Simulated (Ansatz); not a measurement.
# AlH5Sn: the cost of one run

Computed with Ansatz 0.2.0, Gaussian basis. Level: PBE0-D4/def2-SVPD.

## 1. The system as given

SMILES `[AlH2][SnH3]`, 7 atoms, charge 0, spin multiplicity 1.

Atoms are counted from 1 here; the program's logs count them from 0.

Bond lengths: Al1–Sn2 2.610 Å, Al1–H3 1.543 Å, Al1–H4 1.545 Å, Sn2–H5 1.688 Å, Sn2–H6 1.680 Å, Sn2–H7 1.680 Å. Angles: Sn2–Al1–H3 124.7°, Sn2–Al1–H4 116.5°, H3–Al1–H4 118.8°, Al1–Sn2–H5 106.5°, Al1–Sn2–H6 123.0°, Al1–Sn2–H7 122.8°, H5–Sn2–H6 99.9°, H5–Sn2–H7 99.9°, H6–Sn2–H7 100.3°.

As a file:

```mol
AlH5Sn
  3D, bonds by distance, orders not assigned

  7  6  0  0  0  0  0  0  0  0999 V2000
   -0.4487   -1.5306    0.1150 Al  0  0
    0.3413    0.9565    0.0513 Sn  0  0
   -0.1866   -2.5051    1.2824 H   0  0
   -1.2313   -2.0371   -1.1168 H   0  0
   -0.1888    1.5903   -1.4209 H   0  0
   -0.2472    2.1296    1.1006 H   0  0
    1.9613    1.3962   -0.0116 H   0  0
  1  2  8  0
  1  3  8  0
  1  4  8  0
  2  5  8  0
  2  6  8  0
  2  7  8  0
M  END
```

## 2. Dynamics

Contents of md/in.yaml:

```yaml
crystal:
  periodic: [false, false, false]
  atoms:
    - {symbol: Al, position_ang: [-0.448670, -1.530550, 0.115030]}
    - {symbol: Sn, position_ang: [0.341310, 0.956510, 0.051290]}
    - {symbol: H, position_ang: [-0.186610, -2.505050, 1.282400]}
    - {symbol: H, position_ang: [-1.231330, -2.037060, -1.116790]}
    - {symbol: H, position_ang: [-0.188810, 1.590350, -1.420880]}
    - {symbol: H, position_ang: [-0.247230, 2.129640, 1.100570]}
    - {symbol: H, position_ang: [1.961340, 1.396160, -0.011600]}
basis:
  gaussian: {orbitals: def2-SVPD}
hamiltonian: {xc: pbe0, dispersion: d4}
md: {n_steps: 30, timestep: 1.0, temperature: 500, ensemble: nvt_langevin, seed: 72, friction: 0.002, initial_velocities: maxwell_boltzmann}
```

Launch:

```
$ ansatz run in.yaml --threads 2 --pin off --events-out ev --progress --plain --max-ram 3481MiB
```

What time and memory should one allow on 2 threads of Arm Neoverse V1, shared host?

About 64 s, with a peak of 0.19 GiB.
